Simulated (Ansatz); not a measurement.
**GaHOF (doublet): wave-function methods side by side at a displaced geometry (v2), cc-pVDZ**

An exercise on one series of results from a longer session: the logs are not shown, and one member is left open.

Program: Ansatz 0.2.0, Gaussian basis. Level of theory: cc-pVDZ, core rule «outside noble gas», up to 16 orbitals frozen. These are calculated values, not measurements.

Plan: UHF; CCSD(T) on ROHF; CCSD(T) on UHF; BCCD(T) on ROHF; CISD; CCSDT(Q) on ROHF; CCSDT(Q) on UHF.

23 further runs of the same task are left out: 5 for a known fault of the program, 5 that didn't finish, 13 set aside as unsound or not needed.

## What is computed

The geometry is a PBE0/def2-TZVP stationary point (not a proven minimum) with its atoms shifted at random (size 0.100 Å). No spin-orbit coupling is included. The filled d shell of Ga may be among the frozen orbitals whatever the setting's name suggests; the logs give the count.

4 atoms, charge 0, spin multiplicity 2.

Atoms are counted from 1 here; the program's logs count them from 0.

Bond lengths: F1–Ga2 1.762 Å, Ga2–O3 1.822 Å, O3–H4 0.920 Å. Angles: F1–Ga2–O3 113.3°, Ga2–O3–H4 115.4°.

Set-up of the first run:

The input, in.yaml:

```yaml
crystal:
  periodic: [false, false, false]
  atoms:
    - {symbol: F, position_ang: [0.122131, -0.615005, 1.464108]}
    - {symbol: Ga, position_ang: [-0.042744, 0.328007, -0.015129]}
    - {symbol: O, position_ang: [0.033877, -0.685524, -1.526858]}
    - {symbol: H, position_ang: [0.116985, -0.215828, -2.313675]}
basis:
  gaussian: {orbitals: cc-pVDZ}
magnetization: {spin_polarized: true, initial_magnetization: 1}
hamiltonian: {xc: hf}
output: {orbitals: {seedname: orbitals}}
```

Command:

```
> ansatz run in.yaml --threads 1 --pin off --events-out ev --progress --plain --max-ram 2393MiB
```

Steps of the session up to this table: UHF; CCSD(T) on ROHF; CCSD(T) on UHF; BCCD(T) on ROHF; CISD; CCSDT(Q) on ROHF; CCSDT(Q) on UHF.

One of the session's tables, all rows but one given; the rest of the session is left out.

It belongs to the step «Misses and costs». 

```
   method  from UCCSDT(Q) (kJ/mol)
     ROHF                  +1175.6
      UHF                  +1170.1
     RMP2                    +48.7
     UMP2                    +47.8
    RCCSD                    +30.3
    UCCSD                    +29.5
 RCCSD(T)                     +6.1
 UCCSD(T)                     +5.5
  BCCD(T)                     +5.6
   RCCSDT                        ?
   UCCSDT                     +3.7
RCCSDT(Q)                     +1.2
UCCSDT(Q)                        0
```

Estimate the missing values for RCCSDT.

The run gave: from UCCSDT(Q) (kJ/mol): +4.3. In the column «from UCCSDT(Q) (kJ/mol)» it lies between UCCSDT (+3.7) and UCCSD(T) (+5.5).

Not comparable, so not listed: CISD (they don't share determinant, frozen orbitals or solution with the rows shown, or repeat one).

Caveats from the session: Restricted and unrestricted rows rest on different reference determinants; where their highest levels disagree by more than a few hundredths of an eV, they describe different states and don't form one ladder.
